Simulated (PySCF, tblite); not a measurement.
# C5H9F2O2 radical: geometry, infrared bands and EPR parameters

What infrared bands and EPR parameters should C5H9F2O2 radical (`C[C@@H]([CH]CO)OC(F)F`) show?

Computed with tblite 0.8.0 and PySCF 2.14.0, with density-fitted response routines of our own, on a single molecule in the gas phase. Atoms are numbered from 0 throughout.

**1. The starting structure**

18 atoms, charge 0, multiplicity 2; geometry from: force field or distance geometry start.

Bonds of the start (Å): C0–C1 1.49, C1–C2 1.49, C2–C3 1.50, C3–O4 1.43, C1–O5 1.40, O5–C6 1.39, C6–F7 1.37, C6–F8 1.38, C0–H9 1.13, C0–H10 1.12, C0–H11 1.12, C1–H12 1.12, C2–H13 1.09, C3–H14 1.10, C3–H15 1.10, O4–H16 0.99, C6–H17 1.10.

**2. Optimising the geometry with GFN2-xTB**

What the job is given:

```
{"job": {"kind": "relax", "xc": "GFN2-xTB", "basis": "xTB"}, "charge": 0, "multiplicity": 2}
C      0.281800     1.456600    -0.988100
C      0.275400     0.610200     0.235000
C     -1.097000     0.235500     0.665200
C     -1.835800    -0.519800    -0.404200
O     -1.555200    -1.892000    -0.133300
O      0.917300    -0.594100    -0.084400
C      2.037500    -0.857600     0.696500
F      1.899300    -2.085900     1.296500
F      3.121700    -0.887500    -0.153500
H      0.798600     2.427900    -0.753300
H     -0.776000     1.678400    -1.291700
H      0.797600     0.946400    -1.839900
H      0.757300     1.156100     1.087400
H     -1.667900     1.002800     1.185900
H     -1.470600    -0.227100    -1.399100
H     -2.928300    -0.355400    -0.400700
H     -1.779000    -2.018000     0.820300
H      2.214600    -0.070100     1.449800
```

Command:

```bash
> OMP_NUM_THREADS=1 python probes_run.py task.json out
```

The driver reads the jobs from task.json and runs them one after another.

The program printed:

```text
step      E/eV     max force
  0    -891.93573    2.951
  1    -892.25828    1.360
  2    -892.34615    0.903
  3    -892.44120    0.576
  4    -892.49430    0.469
  5    -892.53019    0.367
  6    -892.54978    0.458
  7    -892.56756    0.299
  8    -892.57883    0.246
  9    -892.58864    0.252
 10    -892.59804    0.276
 11    -892.60828    0.246
 12    -892.61795    0.239
 13    -892.62482    0.197
 14    -892.62951    0.195
 15    -892.63395    0.168
 16    -892.63818    0.207
 17    -892.64177    0.171
 18    -892.64451    0.122
 19    -892.64672    0.127
 20    -892.64901    0.165
 21    -892.65170    0.161
 22    -892.65464    0.121
 23    -892.65755    0.140
 24    -892.66008    0.118
 25    -892.66195    0.110
 26    -892.66314    0.074
 27    -892.66390    0.051
 28    -892.66454    0.067
 29    -892.66519    0.080
 30    -892.66579    0.066
 31    -892.66632    0.055
 32    -892.66680    0.052
 33    -892.66723    0.069
 34    -892.66762    0.062
 35    -892.66795    0.044
 36    -892.66830    0.042
 37    -892.66872    0.064
 38    -892.66927    0.083
 39    -892.66998    0.089
 40    -892.67085    0.088
 41    -892.67191    0.109
 42    -892.67337    0.151
 43    -892.67556    0.189
 44    -892.67897    0.199
 45    -892.68323    0.272
 46    -892.68691    0.254
 47    -892.69452    0.328
 48    -892.70093    0.272
 49    -892.70795    0.268
 50    -892.71701    0.387
 51    -892.72218    0.327
 52    -892.72880    0.301
 53    -892.73338    0.145
 54    -892.73975    0.187
 55    -892.74467    0.205
 56    -892.74861    0.263
 57    -892.75398    0.166
 58    -892.75789    0.157
 59    -892.76412    0.231
 60    -892.76721    0.202
 61    -892.77120    0.192
 62    -892.77570    0.242
 63    -892.77842    0.171
 64    -892.78138    0.143
 65    -892.78724    0.374
 66    -892.79166    0.189
 67    -892.79479    0.117
 68    -892.79544    0.308
 69    -892.79847    0.068
 70    -892.79941    0.064
 71    -892.80173    0.080
 72    -892.80282    0.082
 73    -892.80492    0.103
 74    -892.80640    0.111
 75    -892.80839    0.110
 76    -892.81078    0.122
 77    -892.81468    0.137
 78    -892.81975    0.183
 79    -892.82719    0.195
 80    -892.83530    0.209
 81    -892.84651    0.236
 82    -892.85500    0.235
 83    -892.86463    0.234
 84    -892.86895    0.190
 85    -892.87400    0.099
 86    -892.87598    0.110
 87    -892.87802    0.119
 88    -892.88045    0.144
 89    -892.88430    0.164
 90    -892.88980    0.153
 91    -892.89191    0.210
 92    -892.89382    0.229
 93    -892.89728    0.108
 94    -892.90021    0.153
 95    -892.90426    0.262
 96    -892.91109    0.357
 97    -892.92039    0.488
 98    -892.93319    0.370
 99    -892.93124    1.165
100    -892.94963    0.898
101    -892.97414    0.373
102    -892.97980    0.253
103    -892.98467    0.338
104    -892.98843    0.192
105    -892.99169    0.148
106    -892.99471    0.113
107    -892.99662    0.113
108    -892.99865    0.112
109    -893.00063    0.112
110    -893.00316    0.088
111    -893.00561    0.085
112    -893.00856    0.088
113    -893.01050    0.068
114    -893.01170    0.173
115    -893.01253    0.085
116    -893.01318    0.079
117    -893.01380    0.060
118    -893.01422    0.048
119    -893.01464    0.043
120    -893.01498    0.031
121    -893.01529    0.036
122    -893.01558    0.043
123    -893.01592    0.047
124    -893.01629    0.045
125    -893.01666    0.038
126    -893.01701    0.039
127    -893.01737    0.040
128    -893.01776    0.044
129    -893.01818    0.052
130    -893.01862    0.049
131    -893.01919    0.064
132    -893.01997    0.072
133    -893.02090    0.063
134    -893.02192    0.063
135    -893.02287    0.062
136    -893.02351    0.056
137    -893.02395    0.051
138    -893.02442    0.064
139    -893.02487    0.061
140    -893.02529    0.068
141    -893.02564    0.055
142    -893.02614    0.037
143    -893.02644    0.039
144    -893.02681    0.034
145    -893.02701    0.033
146    -893.02720    0.035
147    -893.02741    0.035
148    -893.02762    0.026
149    -893.02776    0.022
150    -893.02784    0.021
151    -893.02792    0.026
152    -893.02798    0.016
153    -893.02803    0.019
154    -893.02805    0.014
155    -893.02807    0.012
156    -893.02808    0.008
```

Run time: 1.1 s. Hardware: 1 thread of Arm Neoverse V1, shared host.

Along the way: (not every step is listed)

```
step  energy from step 0 (eV)  largest force (eV/Å)
   0                   0.0000                2.9509
   1                  -0.3225                1.3599
   2                  -0.4104                0.9026
   3                  -0.5055                0.5761
   4                  -0.5586                0.4694
   5                  -0.5945                0.3670
   6                  -0.6141                0.4576
   7                  -0.6318                0.2992
   8                  -0.6431                0.2461
  22                  -0.7189                0.1212
  36                  -0.7326                0.0417
  50                  -0.7813                0.3866
  64                  -0.8456                0.1435
  78                  -0.8840                0.1834
  92                  -0.9581                0.2288
 106                  -1.0590                0.1130
 120                  -1.0793                0.0310
 134                  -1.0862                0.0631
 148                  -1.0919                0.0265
 151                  -1.0922                0.0264
 152                  -1.0922                0.0159
 153                  -1.0923                0.0192
 154                  -1.0923                0.0139
 155                  -1.0923                0.0124
 156                  -1.0924                0.0084
```

Distances of close pairs at the start and the end, largest changes first:

```
  bond  before (Å)  after (Å)  change (Å)
 C1–O5       1.402      1.462      +0.060
 O5–C6       1.391      1.335      -0.055
 C0–C1       1.487      1.529      +0.042
 C0–H9       1.125      1.086      -0.039
 C6–F8       1.378      1.340      -0.038
C0–H10       1.123      1.086      -0.037
C0–H11       1.119      1.085      -0.034
 C2–C3       1.503      1.480      -0.023
```

The final coordinates are the input of the step that follows.

**3. Vibrational analysis with GFN2-xTB**

What the job is given:

```
{"job": {"kind": "ir", "xc": "GFN2-xTB", "basis": "xTB"}, "charge": 0, "multiplicity": 2}
C      0.130903     1.806958    -1.092616
C      0.338654     0.899615     0.120440
C     -0.897785     0.202479     0.542087
C     -1.598734    -0.743034    -0.355155
O     -2.157609    -1.839625     0.327459
O      1.367561    -0.053412    -0.291111
C      1.841578    -0.835295     0.681948
F      1.011714    -1.894413     0.950877
F      2.995754    -1.383805     0.279298
H      1.074705     2.266919    -1.369286
H     -0.591854     2.579233    -0.848102
H     -0.234192     1.222614    -1.930549
H      0.747835     1.483353     0.958025
H     -1.223221     0.257855     1.566663
H     -0.917051    -1.080358    -1.152023
H     -2.456382    -0.255518    -0.845247
H     -1.450141    -2.302383     0.793089
H      2.009504    -0.324863     1.652547
```

The program printed:

```text
mode    cm-1     km/mol
  1      42.1      2.74
  2      58.9      2.21
  3      88.2      2.78
  4      99.7      2.50
  5     175.8      0.01
  6     188.9      2.42
  7     208.1      0.62
  8     274.1      6.12
  9     319.1      2.64
 10     369.0     15.60
 11     393.5     30.06
 12     422.6    110.21
 13     481.2     26.14
 14     556.6     11.74
 15     600.6     35.06
 16     614.8      2.53
 17     858.2     18.01
 18     882.3     58.40
 19     936.3    244.28
 20     954.7     12.06
 21    1000.2     38.61
 22    1042.9    107.48
 23    1071.9     81.58
 24    1083.7     56.18
 25    1110.3     86.89
 26    1122.3     28.99
 27    1155.2    141.35
 28    1182.0    175.26
 29    1260.9     39.99
 30    1271.2     38.32
 31    1277.7     22.68
 32    1305.8     22.36
 33    1313.2     66.05
 34    1318.4     12.94
 35    1346.7     11.48
 36    1386.0      5.55
 37    1425.7     10.27
 38    1464.0      3.43
 39    1478.1      5.44
 40    2823.8     62.18
 41    2830.4     20.47
 42    2862.3     17.80
 43    2866.7     60.70
 44    3055.7     10.28
 45    3058.8     15.26
 46    3072.0     11.93
 47    3117.5     18.40
 48    3527.7     21.26
```

Wall time 0.6 s (1 thread of Arm Neoverse V1, shared host).

The strongest bands and the atoms that carry them (share of the mass-weighted mode):

```
cm⁻¹  km/mol                                atoms
 423   110.2                             H16 51 %
 936   244.3                     C6 60 %, F7 28 %
1043   107.5  H10 23 %, C1 21 %, C0 17 %, H9 14 %
1072    81.6                     C6 40 %, F8 24 %
1110    86.9  C1 16 %, C6 14 %, H11 11 %, C3 10 %
1155   141.3           H13 31 %, C6 18 %, O5 14 %
1182   175.3  C6 28 %, O5 28 %, H13 13 %, C1 12 %
1313    66.0                   H16 42 %, H15 23 %
```

**4. g tensor and hyperfine couplings: B3LYP/pcH-1**

The job, as its differences from that of step 3:

```diff
@@ -1,2 +1,2 @@
-{"job": {"kind": "ir", "xc": "GFN2-xTB", "basis": "xTB"}, "charge": 0, "multiplicity": 2}
+{"job": {"kind": "epr", "basis": "pcH-1"}, "charge": 0, "multiplicity": 2}
 C      0.130903     1.806958    -1.092616
```

With the program's defaults for keys left out, this is: UKS B3LYP, pcH-1 on C F H O, non-relativistic, mean-field spin-orbit, GIAO.

The program printed:

```text
UKS, coarse grid
  cycle   1  E = -545.83665454  |g| = 8.07e-01
  cycle   2  E = -545.54459516  |g| = 1.25e+00
  cycle   3  E = -546.05003464  |g| = 8.86e-02
  cycle   4  E = -546.05235139  |g| = 5.50e-02
  cycle   5  E = -546.05355260  |g| = 1.20e-02
  cycle   6  E = -546.05359655  |g| = 5.04e-03
  cycle   7  E = -546.05360681  |g| = 1.32e-03
  cycle   8  E = -546.05360800  |g| = 9.45e-04
UKS, final grid
  cycle   1  E = -546.05354821  |g| = 1.50e-03
  cycle   2  E = -546.05354691  |g| = 2.51e-03
  cycle   3  E = -546.05354896  |g| = 1.23e-04
  cycle   4  E = -546.05354897  |g| = 3.36e-05
  cycle   5  E = -546.05354897  |g| = 2.29e-05
E = -546.05354897 Eh   <S^2> = 0.7538 (exact 0.7500)
g shifts (ppm)      1          2          3
  rmc          -162       -162       -162
  gc             13         45         47
  oz_so          41        370        694
  total        -107        254        579
hyperfine (MHz)  atom isotope    a_iso     a_fc   dipolar eigenvalues
    0   13C      40.51      40.51     -3.67     -3.31      6.98
    1   13C     -17.67     -17.67     -1.81     -0.61      2.42
    2   13C      90.46      90.46    -79.74    -79.18    158.92
    3   13C     -31.55     -31.55     -2.02     -0.02      2.04
    4   17O     -13.96     -13.96     -8.90      3.74      5.15
    5   17O     -23.19     -23.19    -18.04      8.89      9.16
    6   13C      -1.66      -1.66     -1.07     -0.15      1.22
    7   19F      36.62      36.62    -16.26    -15.19     31.45
    8   19F      15.38      15.38     -6.03     -5.21     11.24
    9    1H      17.05      17.05     -2.60     -1.49      4.09
   10    1H       2.71       2.71     -5.05     -2.24      7.28
   11    1H      -2.48      -2.48     -3.88     -2.29      6.17
   12    1H       3.75       3.75     -6.27     -3.93     10.20
   13    1H     -62.79     -62.79    -37.99     -0.49     38.48
   14    1H      48.54      48.54     -4.97     -4.23      9.20
   15    1H     125.32     125.32     -6.38     -2.34      8.72
   16    1H      -1.08      -1.08     -5.60     -2.00      7.60
   17    1H       0.06       0.06     -2.57     -2.07      4.64
```

It took 1.7 min on 1 thread of Arm Neoverse V1, shared host; peak memory 0.98 GiB.

Principal g values 2.00221, 2.00257, 2.00290; g(iso) = 2.00256, against 2.00232 for a free electron.

Hyperfine couplings; where a row names several nuclei, a(iso) is their mean (it holds for fast rotation or exchange) and the dipolar term the largest among them:

```
      nuclei  isotope  a(iso) (MHz)  a(iso) (G, at g = 2.0023)  largest dipolar term (MHz)
         H15       1H         125.3                       44.7                         8.7
          C2      13C          90.5                       32.3                       158.9
         H13       1H         -62.8                      -22.4                        38.5
         H14       1H          48.5                       17.3                         9.2
          C0      13C          40.5                       14.5                         7.0
          F7      19F          36.6                       13.1                        31.5
          C3      13C         -31.5                      -11.3                         2.0
          O5      17O         -23.2                       -8.3                       -18.0
          C1      13C         -17.7                       -6.3                         2.4
          F8      19F          15.4                        5.5                        11.2
          O4      17O         -14.0                       -5.0                        -8.9
H9, H10, H11       1H           5.8                        2.1                         7.3
         H12       1H           3.8                        1.3                        10.2
          C6      13C          -1.7                       -0.6                         1.2
```

Mulliken spin populations:

C0 0.02; C1 -0.05; C2 1.01; C3 -0.08; O4 0.02; O5 0.04; C6 -0.01; F7 0.00; F8 0.00; H9 0.01; H10 0.00; H11 0.00; H12 0.00; H13 -0.05; H14 0.02; H15 0.05; H16 0.00; H17 0.00

In first order the couplings over 0.8 MHz of 1H, 19F give 490 distinct lines over 110.9 G, if the averaged nuclei exchange fast.

Orbitals, density, ELF and potential are computed afterwards from the orbital file.

ELF in a plane through or near 8 of the atoms.

Ten even steps from '0' (0.00) to '9' (1.00):
```
0000000000000000000000000000
0000000000000000000000000000
0000000000000000000000000000
0000000000134420000000000000
0000000000245410021000000000
0000000000024434786200000000
0000000000132738237300000000
0000000025778735786100000000
0000000004776610120047710000
0000165300377300000599720000
0000899975864324543688620000
0001799971463126524846851000
0000256652441014434478851000
0000001367531007999202210000
0000000254200009999500000000
0000000000000003788200000000
0000000000000000000000000000
0000000000000000000000000000
0000000000000000000000000000
0000000000000000000000000000
```
The map spans 10.9 Å across and 11.4 Å up, centred on the molecule. Atoms in the plane (x, y in Å): C0 (-1.8, -1.1), C3 (1.4, -1.1), O4 (2.7, -0.8), C6 (-0.2, 2.1), F7 (1.2, 2.0), H9 (-2.7, -0.7), H15 (1.4, -2.2), H16 (2.8, 0.2).

log10 of the density (e/Å³) in the same plane.

Ten even steps from '0' (-4.0) to '9' (1.5):
```
0000000000000000000000000000
0000000000000000000000000000
0000000001233321000000000000
0000000013455543221000000000
0000000023566654444310000000
0000000124567777776532000000
0000000134567978997532000000
0000001245677767776533210000
0000122345788765555455431000
0001234455677655555677543200
0012356666776666666787653200
0012456778766567787899754310
0012345678765556777777653200
0001234566654446776555432100
0000123445443345565433210000
0000011222222123343321000000
0000000011100001111100000000
0000000000000000000000000000
0000000000000000000000000000
0000000000000000000000000000
```
The map spans 10.9 Å across and 11.4 Å up, centred on the molecule. Atoms in the plane (x, y in Å): C0 (-1.8, -1.1), C3 (1.4, -1.1), O4 (2.7, -0.8), C6 (-0.2, 2.1), F7 (1.2, 2.0), H9 (-2.7, -0.7), H15 (1.4, -2.2), H16 (2.8, 0.2).

On the surface of density 0.002 e/bohr³ the electrostatic potential runs, from the 1st to the 99th percentile, from -1.63 V near O4 to 1.49 V near H16.

The spin density lies nearest to C2 64 %; H13 9 %.

**5. Summary of results**

| quantity | value |
| --- | --- |
| strongest single infrared mode (GFN2-xTB) | 936 cm⁻¹, 244 km/mol |
| zero-point energy (GFN2-xTB) | 84.9 kcal/mol |
| g(iso) (B3LYP) | 2.00256 |
| ⟨S²⟩ | 0.754 (exact 0.75) |
| largest a(iso) (averaged by class) | 1H on H15, 125.3 MHz |
| surface potential, 1st and 99th percentile | -1.63 V and 1.49 V |

What this shows: The optimisation took 156 steps and gained 1.092 eV; among the close pairs (by a distance rule), C1–O5 changed most, from 1.402 to 1.462 Å. No mode is imaginary among the 48: a minimum at this level. The strongest single mode, at 936 cm⁻¹, moves mainly C6. GFN2-xTB is a fitted tight-binding method: band positions and strengths are rough. Its intensities can rank the bands wrongly. Most of the unpaired spin sits on C2 (1.01 e). The isotropic g lies 0.2 ppt above the free-electron value.
